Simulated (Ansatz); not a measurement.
# MgCdTeS: the cost of one run

Computed with Ansatz 0.2.0 (DFT PBE, scalar-relativistic, plane waves, PAW, unless a step's input says otherwise).

1 further run of the same task is left out (it didn't finish).

## 1. The structure to begin with

The structure is tetragonal, space group P4/mmm (No. 123). Conventional cell: a = 4.191 Å, b = 4.191 Å, c = 5.914 Å, α = 90.00°, β = 90.00°, γ = 90.00°. Mg (site symmetry 4/mmm) is surrounded by 2 Cd at 2.96 Å and 4 Te at 2.96 Å. Around Cd (site symmetry 4/mmm) lie 2 Mg at 2.96 Å and 4 S at 2.96 Å. Te (site symmetry 4/mmm) has 2 S at 2.96 Å and 4 Mg at 2.96 Å as nearest neighbours. S (site symmetry 4/mmm) is surrounded by 2 Te at 2.96 Å and 4 Cd at 2.96 Å.

Coordinates:

```cif
data_structure
_symmetry_space_group_name_H-M 'P 1'
_symmetry_Int_Tables_number 1
_cell_length_a 4.1914
_cell_length_b 4.1914
_cell_length_c 5.9138
_cell_angle_alpha 90.000
_cell_angle_beta 90.000
_cell_angle_gamma 90.000
_cell_volume 103.89
loop_
_atom_site_label
_atom_site_type_symbol
_atom_site_fract_x
_atom_site_fract_y
_atom_site_fract_z
_atom_site_occupancy
Mg1 Mg 0.50000 0.50000 0.00000 1
Cd1 Cd 0.50000 0.50000 0.50000 1
Te1 Te 0.00000 0.00000 0.00000 1
S1 S 0.00000 0.00000 0.50000 1
```

Recipe of the guess: species swapped into a database cell of SnTePbSe (P4/mmm, No. 123), with Cd on the Sn sites, Mg on the Te sites, Te on the Pb sites and S on the Se sites. Its size is a rough estimate.

## 2. The guess as it stands, on a coarse mesh

input.yaml reads:

```yaml
crystal:
  lattice:
    - [4.19139915, 0.0, 0.0]
    - [0.0, 4.19139915, 0.0]
    - [0.0, 0.0, 5.91382969]
  atoms:
    - { symbol: Mg, position: [0.5, 0.5, 0.0] }
    - { symbol: Cd, position: [0.5, 0.5, 0.5] }
    - { symbol: Te, position: [0.0, 0.0, 0.0] }
    - { symbol: S, position: [0.0, 0.0, 0.5] }
basis:
  ecutwfc: 420
kpoints:
  mp_grid: { grid: [4, 4, 4] }
hamiltonian:
  xc: pbe
scf:
  occupations: { method: gaussian, width: 0.1 }
  lower_state_search: "off"
output:
  forces: true
  stress: true
  eigenvalues: true
```

The run is started by

```console
ansatz run input.yaml --threads 1 --pin off --max-ram 2560MiB --backend cpu --events-out ev --progress --plain --runs-dir out
```

Q: Estimate wall time and peak memory on 1 thread of AMD EPYC 9R45 (Zen 5), shared host.

About 1.3 s, with a peak of 0.42 GiB.
